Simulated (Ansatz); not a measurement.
# HgTe: the cost of one run

Method: DFT PBEsol, scalar-relativistic, plane waves, PAW, in Ansatz 0.2.0.

3 further runs of the same task are left out: 2 that didn't finish, 1 set aside as unsound or not needed.

### 1 The starting structure

It takes space group F-43m (No. 216, cubic). Conventional cell: a = 6.447 Å, b = 6.447 Å, c = 6.447 Å, α = 90.00°, β = 90.00°, γ = 90.00°. Around Hg (site symmetry -43m) lie 4 Te at 2.79 Å. Te (site symmetry -43m) has 4 Hg at 2.79 Å as nearest neighbours.

As a file:

```cif
data_structure
_symmetry_space_group_name_H-M 'P 1'
_symmetry_Int_Tables_number 1
_cell_length_a 4.5587
_cell_length_b 4.5587
_cell_length_c 4.5587
_cell_angle_alpha 60.000
_cell_angle_beta 60.000
_cell_angle_gamma 60.000
_cell_volume 66.99
loop_
_atom_site_label
_atom_site_type_symbol
_atom_site_fract_x
_atom_site_fract_y
_atom_site_fract_z
_atom_site_occupancy
Hg1 Hg 0.00000 0.00000 0.00000 1
Te1 Te 0.75000 0.75000 0.75000 1
```

The cell is taken as given, not relaxed at this level.

### 2 The reference cell

The reference gives a free energy of -20569.8079 eV, pressure 1.31 GPa, largest force 0.000 eV/Å and gap on the mesh none (metal). It was computed beforehand with the settings of the runs below.

### 3 Setting up energy and stress against strain

The cell is strained by ε times the Voigt pattern (0, 0, 1, 0, 0, 0) (xx, yy, zz, yz, xz, xy; engineering shear), with fractional coordinates fixed (clamped ions). The stress on the pattern is the sum of the stress components weighted by it, tension positive.

### 4 ε = -0.0600

File input.yaml:

```yaml
crystal:
  lattice:
    - [0.0, 3.2235, 3.03009]
    - [3.2235, 0.0, 3.03009]
    - [3.2235, 3.2235, 0.0]
  atoms:
    - { symbol: Hg, position: [0.0, 0.0, 0.0] }
    - { symbol: Te, position: [0.75, 0.75, 0.75] }
basis:
  ecutwfc: 420
kpoints:
  mp_grid: { grid: [14, 14, 14] }
hamiltonian:
  xc: pbesol
scf:
  occupations: { method: gaussian, width: 0.15 }
output:
  forces: true
  stress: true
  eigenvalues: true
```

On the command line:

```
$ ansatz run input.yaml --threads 1 --pin off --max-ram 2560MiB --backend cpu --events-out ev --progress --plain --runs-dir out
```

What time and memory should one allow on 1 thread of Intel Xeon at 2.50GHz (Skylake/Cascade Lake), shared host?

About 58 s, with a peak of 0.61 GiB.
